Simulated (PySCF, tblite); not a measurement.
# C₇H₁₈Cl₂SSi₂: geometry, infrared bands, NMR shifts and electronic excitations, part 2 of 2

tblite 0.8.0 and PySCF 2.14.0. Atoms count from 0. Earlier steps stand in the parts before.

## Step 5: Shielding tensors: PBE0/pcSseg-1

The job: settings as JSON, then the geometry in Å.

```
{"job": {"kind": "nmr", "xc": "PBE0", "basis": "pcSseg-1"}, "charge": 0, "multiplicity": 1}
C      4.027922     1.296330    -0.003070
C      3.848478    -0.014418     0.749886
C      2.423312    -0.562541     0.725256
C      1.419618     0.335832     1.425038
S     -0.288693    -0.322239     1.482179
Si    -0.862715    -0.380114    -0.586399
C     -0.378431    -1.919895    -1.526548
Cl     0.042065     1.249440    -1.551766
Si    -3.164350     0.027381    -0.576571
C     -4.074605    -1.034216     0.665800
C     -3.472540     1.851051    -0.321101
Cl    -3.815350    -0.513193    -2.497249
H      5.086610     1.596248    -0.035775
H      3.471360     2.123302     0.464361
H      3.670070     1.210393    -1.041670
H      4.515519    -0.777294     0.314550
H      4.176922     0.106574     1.797586
H      2.113953    -0.695969    -0.325618
H      2.393542    -1.561131     1.190628
H      1.688903     0.476813     2.483804
H      1.369899     1.329644     0.957956
H      0.710878    -2.008434    -1.647365
H     -0.850095    -1.892716    -2.521142
H     -0.745680    -2.807532    -0.988183
H     -5.153562    -0.813906     0.643831
H     -3.936709    -2.104507     0.452487
H     -3.696426    -0.829377     1.680296
H     -4.546427     2.087288    -0.375930
H     -3.093584     2.146252     0.670594
H     -2.938012     2.439513    -1.081017
```

With the program's defaults for keys left out, this is: GIAO PBE0/pcSseg-1 NMR shielding, non-relativistic, gas phase.

Output:

```text
coarse grid: 26888 points
cycle   1  E = -2174.0274225545  dE =  7.811e-01  |g| = 6.467e-01  |ddm| = 4.863e+00
cycle   2  E = -2174.0023288123  dE =  2.509e-02  |g| = 7.286e-01  |ddm| = 1.340e+00
cycle   3  E = -2174.1378515889  dE = -1.355e-01  |g| = 6.748e-02  |ddm| = 7.787e-01
cycle   4  E = -2174.1389293432  dE = -1.078e-03  |g| = 3.310e-02  |ddm| = 1.474e-01
cycle   5  E = -2174.1392247574  dE = -2.954e-04  |g| = 8.329e-03  |ddm| = 5.097e-02
cycle   6  E = -2174.1392420743  dE = -1.732e-05  |g| = 2.105e-03  |ddm| = 1.089e-02
cycle   7  E = -2174.1392429846  dE = -9.102e-07  |g| = 4.913e-04  |ddm| = 2.532e-03
final grid: 234248 points
cycle   8  E = -2174.2112754874  dE = -7.735e-05  |g| = 1.226e-02  |ddm| = 4.661e-02
cycle   9  E = -2174.2112557561  dE =  1.973e-05  |g| = 1.482e-02  |ddm| = 2.421e-02
cycle  10  E = -2174.2113116648  dE = -5.591e-05  |g| = 1.223e-03  |ddm| = 1.464e-02
cycle  11  E = -2174.2113119893  dE = -3.245e-07  |g| = 3.954e-04  |ddm| = 2.155e-03
cycle  12  E = -2174.2113120286  dE = -3.933e-08  |g| = 8.903e-05  |ddm| = 5.069e-04
cycle  13  E = -2174.2113120304  dE = -1.813e-09  |g| = 2.696e-05  |ddm| = 1.250e-04
cycle  14  E = -2174.2113120306  dE = -1.710e-10  |g| = 6.317e-06  |ddm| = 4.129e-05
converged SCF energy = -2174.2113120306

GIAO shielding tensors (ppm)
atom      isotropic    diamagn.    paramagn.     s11        s22        s33       span
  0 C      170.472     246.858     -76.385    156.230    171.610    183.577     27.347
  1 C      159.156     245.236     -86.080    151.423    155.034    171.013     19.591
  2 C      146.241     251.953    -105.712    129.890    138.967    169.867     39.977
  3 C      152.674     255.459    -102.785    127.897    156.283    173.842     45.946
  4 S      610.985    1063.552    -452.567    542.493    549.248    741.216    198.723
  5 Si     312.907     882.702    -569.795    270.010    309.693    359.019     89.009
  6 C      174.917     258.300     -83.383    161.310    176.911    186.531     25.221
  7 Cl     954.685    1153.851    -199.166    860.765    974.535   1028.754    167.989
  8 Si     324.233     880.581    -556.348    277.744    338.322    356.633     78.889
  9 C      182.605     255.626     -73.021    172.966    184.727    190.123     17.157
 10 C      183.105     256.079     -72.975    175.094    184.121    190.099     15.005
 11 Cl     955.589    1148.978    -193.389    905.372    962.193    999.201     93.830
 12 H       30.194      25.121       5.073     25.179     27.128     38.275     13.096
 13 H       30.172      30.434      -0.262     25.646     30.614     34.254      8.608
 14 H       30.458      30.567      -0.108     25.632     30.561     35.181      9.549
 15 H       29.764      28.058       1.706     24.237     28.185     36.870     12.633
 16 H       30.112      28.647       1.464     25.188     28.783     36.365     11.177
 17 H       29.969      35.781      -5.812     24.450     30.373     35.084     10.635
 18 H       29.690      33.565      -3.876     24.497     30.725     33.846      9.349
 19 H       29.229      34.295      -5.065     22.208     28.964     36.516     14.308
 20 H       28.297      36.308      -8.011     23.113     28.883     32.896      9.783
 21 H       30.356      33.371      -3.015     25.200     29.942     35.928     10.728
 22 H       30.105      31.335      -1.230     25.003     29.185     36.128     11.124
 23 H       30.970      32.459      -1.489     27.370     28.081     37.459     10.089
 24 H       30.634      25.728       4.907     26.047     27.807     38.049     12.001
 25 H       30.890      30.970      -0.080     26.819     28.951     36.900     10.081
 26 H       31.000      32.816      -1.816     25.677     30.191     37.132     11.455
 27 H       30.738      26.316       4.422     26.114     27.762     38.337     12.223
 28 H       30.920      33.251      -2.331     26.111     29.642     37.006     10.895
 29 H       30.359      32.255      -1.896     25.396     30.065     35.617     10.221
```

Run time: 2.6 min. Hardware: 2 threads of Intel Xeon at 2.70GHz, shared host; peak memory 2.6 GiB.

The references, computed at this level on geometries of the same kind, shield at (ppm): ¹H TMS 31.27, ¹³C TMS 184.4, ²⁹Si TMS 352.0, ³³S CS2 496, ³⁵Cl HCl 943. Their shielding less the atom's gives the shift. The references are single molecules in the gas phase. Atoms listed in one row are averaged.

| atoms | environment | σ (ppm) | δ (ppm) | δ scaled to CDCl3 | measured |
| --- | --- | --- | --- | --- | --- |
| C2 | sp3 CH2 | 146.2 | 38.2 | 36.6 | – |
| C3 | sp3 CH2 bonded to S | 152.7 | 31.7 | 26.7 | – |
| C1 | sp3 CH2 | 159.2 | 25.3 | 24.0 | – |
| C0 | methyl carbon | 170.5 | 13.9 | 13.0 | – |
| C6 | methyl carbon bonded to Si | 174.9 | 9.5 | 8.7 | – |
| C9 | methyl carbon bonded to Si | 182.6 | 1.8 | 1.2 | – |
| C10 | methyl carbon bonded to Si | 183.1 | 1.3 | 0.8 | – |
| H20 | hydrogen on an sp3 CH2 bonded to S | 28.30 | 2.97 | 3.03 | – |
| H19 | hydrogen on an sp3 CH2 bonded to S | 29.23 | 2.04 | 2.15 | – |
| H18 | hydrogen on an sp3 CH2 | 29.69 | 1.58 | 1.71 | – |
| H15 | hydrogen on an sp3 CH2 | 29.76 | 1.50 | 1.64 | – |
| H17 | hydrogen on an sp3 CH2 | 29.97 | 1.30 | 1.45 | – |
| H16 | hydrogen on an sp3 CH2 | 30.11 | 1.16 | 1.31 | – |
| H12, H13, H14 | hydrogen on a methyl carbon | 30.27 | 0.99 | 1.16 | – |
| H21, H22, H23 | hydrogen on a methyl carbon bonded to Si | 30.48 | 0.79 | 0.96 | – |
| H27, H28, H29 | hydrogen on a methyl carbon bonded to Si | 30.67 | 0.59 | 0.78 | – |
| H24, H25, H26 | hydrogen on a methyl carbon bonded to Si | 30.84 | 0.43 | 0.62 | – |
| S4 | sulfur bonded to C, Si | 611 | -115 | – | – |
| Si5 | silicon bonded to C, Cl, S, Si | 312.9 | 39.1 | – | 20.1 |
| Si8 | silicon bonded to 2 C, Cl, Si | 324.2 | 27.8 | – | 16.7 |
| Cl7 | chlorine bonded to Si | 955 | -11 | – | – |
| Cl11 | chlorine bonded to Si | 956 | -12 | – | – |

The scaled column applies a straight-line fit of computed shieldings to shifts measured in CDCl3, with any fitted terms for Cl, Br or S neighbours (root-mean-square error 0.21 ppm for H, 2.0 ppm for C).

Measured data from: solution; U. Herzog, Habilitationsschrift, TU Bergakademie Freiberg, 2002/2003, against TMS.

Charges from the same density, by scheme (e):

| atoms | Mulliken | IAO | Hirshfeld | ESP fit |
| --- | --- | --- | --- | --- |
| C0 | -0.30 | -0.41 | -0.11 | -0.31 |
| C1 | -0.26 | -0.24 | -0.06 | -0.02 |
| C2 | -0.25 | -0.24 | -0.07 | -0.15 |
| C3 | -0.35 | -0.32 | -0.07 | 0.03 |
| S4 | -0.24 | -0.19 | -0.09 | -0.35 |
| Si5 | 0.54 | 0.69 | 0.27 | 0.33 |
| C6 | -0.58 | -0.71 | -0.21 | -0.74 |
| Cl7 | -0.34 | -0.33 | -0.12 | -0.18 |
| Si8 | 0.68 | 0.84 | 0.31 | 0.61 |
| C9 | -0.61 | -0.72 | -0.21 | -0.66 |
| C10 | -0.60 | -0.71 | -0.21 | -0.67 |
| Cl11 | -0.36 | -0.35 | -0.15 | -0.26 |

Mayer bond orders: C0–C1 1.05, C1–C2 1.05, C2–C3 0.99, C3–S4 1.01, S4–Si5 1.02, Si5–C6 0.97, Si5–Cl7 0.92, Si5–Si8 0.87, Si8–C9 0.98, Si8–C10 0.99, Si8–Cl11 0.93.

## Step 6: TDDFT and polarisability: CAM-B3LYP/def2-SVPD

Same as in step 5 but for these lines:

```diff
@@ -1,2 +1,2 @@
-{"job": {"kind": "nmr", "xc": "PBE0", "basis": "pcSseg-1"}, "charge": 0, "multiplicity": 1}
+{"job": {"kind": "uv", "xc": "CAM-B3LYP", "basis": "def2-SVPD", "ip": false}, "charge": 0, "multiplicity": 1}
 C      4.027922     1.296330    -0.003070
```

Level: TDDFT CAM-B3LYP/def2-SVPD, vertical, gas phase, core orbitals frozen in the response.

Output:

```text
coarse grid: 26888 points
cycle   1  E = -2174.1033116549  dE =  9.456e-01  |g| = 5.503e-01  |ddm| = 8.550e+00
cycle   2  E = -2174.1340969459  dE = -3.079e-02  |g| = 4.708e-01  |ddm| = 2.258e+00
cycle   3  E = -2174.1933345706  dE = -5.924e-02  |g| = 4.944e-02  |ddm| = 1.027e+00
cycle   4  E = -2174.1939957723  dE = -6.612e-04  |g| = 2.576e-02  |ddm| = 2.232e-01
cycle   5  E = -2174.1942034957  dE = -2.077e-04  |g| = 5.203e-03  |ddm| = 6.762e-02
cycle   6  E = -2174.1942110096  dE = -7.514e-06  |g| = 1.612e-03  |ddm| = 1.451e-02
final grid: 234248 points
cycle   7  E = -2174.4550376415  dE = -5.982e-05  |g| = 5.150e-03  |ddm| = 1.275e-01
cycle   8  E = -2174.4550390416  dE = -1.400e-06  |g| = 4.716e-03  |ddm| = 2.052e-02
cycle   9  E = -2174.4550447987  dE = -5.757e-06  |g| = 2.449e-04  |ddm| = 7.752e-03
cycle  10  E = -2174.4550448155  dE = -1.684e-08  |g| = 1.456e-04  |ddm| = 1.192e-03
cycle  11  E = -2174.4550448219  dE = -6.434e-09  |g| = 3.184e-05  |ddm| = 4.614e-04
cycle  12  E = -2174.4550448223  dE = -3.602e-10  |g| = 9.251e-06  |ddm| = 1.129e-04
converged SCF energy = -2174.4550448223

Static polarisability (au): isotropic 186.213, principal 165.422 173.161 220.056

Singlet excitations
state   eV       nm        f      main configurations
  1   5.2320    237.0   0.00020   H->L 0.84
  2   6.1457    201.7   0.05813   H->L+2 0.57, H-1->L 0.13, H->L+1 0.09
  3   6.2662    197.9   0.01412   H-1->L 0.65, H->L+2 0.16
  4   6.5578    189.1   0.06765   H->L+1 0.45, H->L+4 0.08
  5   6.8520    180.9   0.01784   H-2->L 0.42, H->L+1 0.18
  6   7.0098    176.9   0.04018   H-2->L 0.34, H->L+3 0.11, H->L+1 0.08
  7   7.0617    175.6   0.00580   H-1->L+2 0.61
  8   7.2645    170.7   0.03838   H->L+5 0.46, H->L+4 0.28
  9   7.3427    168.9   0.01439   H->L+3 0.45, H->L+6 0.10, H->L+10 0.09
 10   7.3922    167.7   0.00305   H->L+4 0.25, H->L+7 0.21, H->L+5 0.15

Triplet excitations (Tamm-Dancoff, eV): 4.8372 5.5547 5.6994 6.0855
```

Wall time 5.5 min (2 threads of Intel Xeon at 2.70GHz, shared host); peak memory 3.5 GiB.

The orbitals next to the gap, with their largest atomic shares:

| orbital | eV | atoms |
| --- | --- | --- |
| HOMO−3 | -9.95 | Cl11 52 %, C10 14 %, C9 14 % |
| HOMO−2 | -9.75 | S4 43 %, Cl7 23 %, Si5 9 % |
| HOMO−1 | -9.07 | S4 21 %, Si5 18 %, Si8 14 % |
| HOMO | -8.20 | S4 55 %, Si5 10 %, C3 7 % |
| LUMO | 0.39 | Si5 20 %, S4 20 %, Cl7 16 % |
| LUMO+1 | 0.94 | S4 18 %, Cl11 10 %, C9 9 % |
| LUMO+2 | 1.05 | S4 21 %, Cl11 20 %, Si8 15 % |

With each of the 10 states as a Gaussian band of 0.4 eV half-width at 1/e, the curve within the window shown has maxima at 190 nm (ε 4,900) L/(mol cm). Beyond the last state computed it falls off for lack of states. The curve at chosen wavelengths:

| nm | ε (L/mol/cm) |
| --- | --- |
| 161 | 955 |
| 165 | 2164 |
| 169 | 3473 |
| 174 | 4465 |
| 178 | 4699 |
| 182 | 4763 |
| 186 | 4845 |
| 191 | 4893 |
| 195 | 4733 |
| 199 | 4300 |
| 203 | 3589 |
| 208 | 2481 |
| 212 | 1631 |
| 216 | 961 |
| 220 | 511 |
| 225 | 206 |
| 229 | 93 |
| 233 | 42 |
| 237 | 21 |
| 242 | 11 |
| 246 | 7 |
| 250 | 5 |
| 254 | 4 |
| 259 | 2 |
| 263 | 1 |
| 267 | 1 |

Further results of this job:

| property | computed |
| --- | --- |
| dipole moment (D) | 2.22 |
| polarisability (Å³) | 27.59 |
| HOMO–LUMO gap (eV) | 8.59 |
| −ε(HOMO) (eV) | 8.20 |

## Step 7: NMR shieldings: WP04/pcSseg-1

Same as in step 6 but for these lines:

```diff
@@ -1,2 +1,2 @@
-{"job": {"kind": "uv", "xc": "CAM-B3LYP", "basis": "def2-SVPD", "ip": false}, "charge": 0, "multiplicity": 1}
+{"job": {"kind": "nmr", "xc": "WP04", "basis": "pcSseg-1", "pop": false}, "charge": 0, "multiplicity": 1}
 C      4.027922     1.296330    -0.003070
```

Level: GIAO WP04/pcSseg-1 NMR shielding, non-relativistic, gas phase.

Output:

```text
coarse grid: 26888 points
cycle   1  E = -2200.9831134887  dE =  6.104e-01  |g| = 1.117e+00  |ddm| = 4.994e+00
cycle   2  E = -2200.8111964685  dE =  1.719e-01  |g| = 1.347e+00  |ddm| = 2.283e+00
cycle   3  E = -2201.2750837886  dE = -4.639e-01  |g| = 1.717e-01  |ddm| = 1.434e+00
cycle   4  E = -2201.2824131174  dE = -7.329e-03  |g| = 5.309e-02  |ddm| = 2.974e-01
cycle   5  E = -2201.2831365209  dE = -7.234e-04  |g| = 1.877e-02  |ddm| = 7.740e-02
cycle   6  E = -2201.2832205513  dE = -8.403e-05  |g| = 3.612e-03  |ddm| = 2.029e-02
cycle   7  E = -2201.2832235391  dE = -2.988e-06  |g| = 9.392e-04  |ddm| = 4.816e-03
final grid: 234248 points
cycle   8  E = -2201.3747299643  dE = -1.090e-04  |g| = 1.252e-02  |ddm| = 5.597e-02
cycle   9  E = -2201.3746931166  dE =  3.685e-05  |g| = 1.720e-02  |ddm| = 2.577e-02
cycle  10  E = -2201.3747702181  dE = -7.710e-05  |g| = 1.222e-03  |ddm| = 1.587e-02
cycle  11  E = -2201.3747705241  dE = -3.060e-07  |g| = 5.145e-04  |ddm| = 2.215e-03
cycle  12  E = -2201.3747705903  dE = -6.618e-08  |g| = 1.134e-04  |ddm| = 6.532e-04
cycle  13  E = -2201.3747705930  dE = -2.718e-09  |g| = 3.971e-05  |ddm| = 1.548e-04
cycle  14  E = -2201.3747705934  dE = -3.783e-10  |g| = 8.226e-06  |ddm| = 5.608e-05
converged SCF energy = -2201.3747705934

GIAO shielding tensors (ppm)
atom      isotropic    diamagn.    paramagn.     s11        s22        s33       span
  0 C      156.648     247.561     -90.912    143.822    156.547    169.576     25.754
  1 C      145.107     246.835    -101.729    136.879    141.453    156.988     20.109
  2 C      133.661     255.148    -121.487    117.155    127.310    156.520     39.365
  3 C      136.757     258.667    -121.910    111.984    138.919    159.369     47.385
  4 S      553.576    1069.904    -516.328    477.665    479.379    703.684    226.019
  5 Si     293.376     888.221    -594.845    254.750    291.463    333.915     79.165
  6 C      163.221     259.896     -96.675    151.131    164.083    174.448     23.317
  7 Cl     938.091    1160.344    -222.253    840.620    954.934   1018.718    178.097
  8 Si     308.240     884.433    -576.194    268.216    321.245    335.259     67.042
  9 C      170.047     255.883     -85.836    161.349    171.453    177.340     15.991
 10 C      170.617     256.798     -86.181    163.409    171.409    177.034     13.626
 11 Cl     945.549    1153.009    -207.461    882.454    934.485   1019.708    137.254
 12 H       30.554      23.500       7.053     26.032     27.677     37.952     11.921
 13 H       30.516      32.269      -1.753     26.333     31.010     34.206      7.873
 14 H       30.700      32.844      -2.144     26.206     30.966     34.929      8.723
 15 H       30.163      27.406       2.757     25.163     28.674     36.653     11.490
 16 H       30.440      27.932       2.508     25.944     29.202     36.174     10.229
 17 H       30.293      39.789      -9.496     25.218     30.562     35.098      9.880
 18 H       30.044      34.751      -4.708     25.243     31.079     33.809      8.566
 19 H       29.579      35.029      -5.450     23.096     29.359     36.283     13.187
 20 H       28.682      39.582     -10.901     23.916     29.014     33.116      9.200
 21 H       30.686      35.386      -4.700     25.969     30.335     35.755      9.786
 22 H       30.418      32.012      -1.594     25.735     29.662     35.859     10.124
 23 H       31.236      33.636      -2.400     27.948     28.601     37.159      9.212
 24 H       30.933      24.326       6.606     26.729     28.351     37.718     10.990
 25 H       31.196      31.630      -0.433     27.582     29.393     36.615      9.033
 26 H       31.294      34.433      -3.140     26.441     30.630     36.810     10.369
 27 H       31.030      25.111       5.919     26.766     28.331     37.993     11.227
 28 H       31.212      35.218      -4.006     26.832     30.109     36.694      9.862
 29 H       30.656      33.734      -3.078     26.162     30.485     35.321      9.159
```

Wall time 2.4 min (2 threads of Intel Xeon at 2.70GHz, shared host); peak memory 2.5 GiB.

Key values: δ C2 38.8, C3 35.7, C1 27.3, C0 15.8, H20 2.88, H19 1.98 ppm.

## Step 8: Run by run: NMR shifts

Shifts (ppm) of some atoms, chosen among heavy atoms and hydrogens apart, with basis size and wall time:

| run | C3 | H20 | H15 | S4 | Si5 | Cl7 | Cl11 | functions | time |
| --- | --- | --- | --- | --- | --- | --- | --- | --- | --- |
| PBE0/pcSseg-1 | 31.7 | 2.97 | 1.50 | -115 | 39.1 | -11 | -12 | 329 | 2.6 min |
| WP04/pcSseg-1 | 35.7 | 2.88 | 1.40 | -91 | 45.3 | -37 | -45 | 329 | 2.4 min |
| measured | – | – | – | – | 20.1 | – | – | – | – |

Measured: solution; U. Herzog, Habilitationsschrift, TU Bergakademie Freiberg, 2002/2003.

## Step 9: Summary of results

What follows sums up all 2 parts.

| quantity | value |
| --- | --- |
| strongest single infrared mode (GFN2-xTB) | 837 cm⁻¹, 176 km/mol |
| zero-point energy (GFN2-xTB) | 149.3 kcal/mol |
| point group | C1 |
| rotational constants (main isotopes) | 0.87, 0.25, 0.24 GHz |
| ¹³C shifts against TMS (PBE0/pcSseg-1) | 38.2, 31.7, 25.3, 13.9, 9.5, 1.8, 1.3 ppm |
| ¹H shifts against TMS (PBE0/pcSseg-1, means over atoms taken as alike) | 2.97, 2.04, 1.58, 1.50, 1.30, 1.16, 0.99, 0.79, 0.59, 0.43 ppm |
| ³³S shifts against CS2 (PBE0/pcSseg-1) | -115 ppm |
| ²⁹Si shifts against TMS (PBE0/pcSseg-1) | 39.1, 27.8 ppm |
| ³⁵Cl shifts against HCl (PBE0/pcSseg-1) | -11, -12 ppm |
| measured, and computed on the same scale | Si5 δ 20.1, 39.1; Si8 δ 16.7, 27.8 ppm |
| lowest singlet (CAM-B3LYP/def2-SVPD) | 5.23 eV (237 nm), f = 0.000 |
| brightest single state of those computed | state 4, 6.56 eV, f = 0.068 |
| lowest triplet | 4.84 eV |
| range of the shift of Cl11 | -45 to -12 ppm |

**Reading.** Relaxing lowered the energy by 0.853 eV in 273 steps; the close pair that moved most is Si5–Si8, from 2.202 to 2.332 Å (GFN2-xTB). All 84 modes are real, so the xTB geometry is a minimum. The strongest single mode, at 837 cm⁻¹, is spread over several atoms, H26, H28, H25, H29 among them. GFN2-xTB is a fitted tight-binding method: band positions and strengths are rough. Its intensities can rank the bands wrongly. Relaxing lowered the energy by 0.394 eV in 7 steps; the close pair that moved most is Si5–C6, from 1.919 to 1.868 Å (PBE0/def2-SVP). No frequency check was run at this level, so the end point may be a saddle. At PBE0/pcSseg-1: The widest tensor belongs to S4: span 199 ppm, with a paramagnetic part of -453 ppm. 2 measured ²⁹Si shifts can be compared: mean absolute error 15.0 ppm, mean signed error +15.0 ppm. Vibration, temperature and solvent are missing from the calculation, and it holds one conformer, so part of the miss against the measured shifts is not the functional's. The lowest singlet, at 5.23 eV, is HOMO→LUMO 0.84 and is dark; of the 10 states computed, the strongest absorption comes from state 4 at 6.56 eV. The lowest triplet lies 0.39 eV below the lowest singlet (triplets in Tamm-Dancoff, singlets in full TDDFT). In ppm, Cl11 moves most: its shift spreads over 32 ppm, from -45 (WP04/pcSseg-1) to -12 (PBE0/pcSseg-1).
